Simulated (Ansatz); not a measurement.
# BrClF₂Ge: basis-set convergence

How large a basis does BrClF₂Ge need? Two functionals are run in growing sets.

Computed with Ansatz 0.2.0, Gaussian basis. Level: one geometry, several basis sets.

The runs, in order: PBE0-D4/def2-SVP; ωB97M-V/def2-SVP; PBE0-D4/def2-QZVPP; ωB97M-V/def2-QZVPP; the functionals' def2-TZVPP values are taken from earlier runs.

**1. The geometry**

The geometry comes from an earlier relaxation with PBE0-D4 in a triple-zeta def2 set; it is a stationary point.

SMILES `[F][Ge]([F])([Cl])[Br]`, 5 atoms, charge 0, spin multiplicity 1.

Atoms are counted from 1 here; the program's logs count them from 0.

Bond lengths: F1–Ge2 1.707 Å, Ge2–F3 1.707 Å, Ge2–Cl4 2.100 Å, Ge2–Br5 2.249 Å. Angles: F1–Ge2–F3 105.8°, F1–Ge2–Cl4 108.8°, F1–Ge2–Br5 109.7°, F3–Ge2–Cl4 108.8°, F3–Ge2–Br5 109.7°, Cl4–Ge2–Br5 113.8°.

**2. PBE0-D4 in def2-SVP**

in.yaml

```yaml
crystal:
  periodic: [false, false, false]
  atoms:
    - {symbol: F, position_ang: [1.229320, -1.153644, 0.506124]}
    - {symbol: Ge, position_ang: [0.008572, -0.053056, 0.045115]}
    - {symbol: F, position_ang: [-0.902957, 0.248528, 1.456573]}
    - {symbol: Cl, position_ang: [-1.231899, -0.975650, -1.376718]}
    - {symbol: Br, position_ang: [0.946863, 1.860222, -0.672493]}
basis:
  gaussian: {orbitals: def2-SVP}
hamiltonian: {xc: pbe0, dispersion: d4}
output: {orbitals: {seedname: orbitals}}
```

After this run come: ωB97M-V in def2-SVP; PBE0-D4 in def2-QZVPP; ωB97M-V in def2-QZVPP.

Before running them: what should the planned runs give, taken together? Wanted: PBE0-D4: double and triple zeta above quadruple; ωB97M-V: double and triple zeta above quadruple.

The runs gave:

| quantity | value |
| --- | --- |
| PBE0-D4: double and triple zeta above quadruple | 30.29, 3.34 eV |
| ωB97M-V: double and triple zeta above quadruple | 30.14, 3.21 eV |

What this shows: For PBE0-D4 the step from double to triple zeta gains 26.95 eV and the next only 3.34 eV. Total energies overstate the basis error of differences, where much of it tends to cancel.
